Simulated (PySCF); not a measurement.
# F2La (La(F)2): the cost of one run

Method: several levels, as the steps say, no spin–orbit coupling; program: PySCF 2.14.0.

1 further run of the same task is left out (for a known fault of the program).

### 1 Where the work starts

3 atoms, charge 0, spin multiplicity 1.

Bond lengths: La1–F2 2.191 Å, La1–F3 2.191 Å. Angles: F2–La1–F3 117.0°.

Geometry (Å):

```
La    0.00000    0.00000   -0.33476
F     1.86849    0.00000    0.81029
F    -1.86849    0.00000    0.81029
```

Formal oxidation states: La +2. Each metal's 1 4f electrons lie in its core potential, so multiplicities, spins and levels count the valence alone. For divalent La, Ce, Gd or Lu the extra electron is normally 5d or 6s, so this core forces an excited configuration. An earlier session relaxed this geometry at PBE0, La lcecp-0-SVP with ECP47, F def2-SVP (singlet, point group C2v).

At PBE0 on the finer grid: E = -225.556629 Eh, frontier levels not given, since the 4f levels lie in the core, Mulliken charge on La1 +1.07 e, largest force component 0.005 eV/Å. 

Levels to run: PBE; HF; PBE0, TZVP. Hardware: 2 threads of Intel Xeon Platinum 8488C (Sapphire Rapids), shared host.

### 2 PBE

Contents of run.py (the lines that set the calculation):

```python
mol = gto.M(atom='''
La     0.00000     0.00000    -0.33476
F      1.86849     0.00000     0.81029
F     -1.86849     0.00000     0.81029''',
    basis={'La': 'lcecp-0-SVP', 'F': 'def2-SVP'},
    ecp={'La': 'lcecp-0-SVP'},
    charge=0, spin=0)
mf = dft.RKS(mol, xc='PBE')
mf.grids.atom_grid = (75, 302)  # f atoms: unpruned, at least (60, 302)
mf = mf.density_fit()  # fitting sets: La AutoAux, F def2-universal-JKFIT
mf.conv_tol = 1e-08; mf.max_cycle = 55
mf.kernel(dm0)  # dm0: the density of the relaxed state
```

On the command line:

```bash
$ OMP_NUM_THREADS=2 python run.py
```

**Question.** How long does this run take on 2 threads of Intel Xeon Platinum 8488C (Sapphire Rapids), shared host?

About 1.8 s.
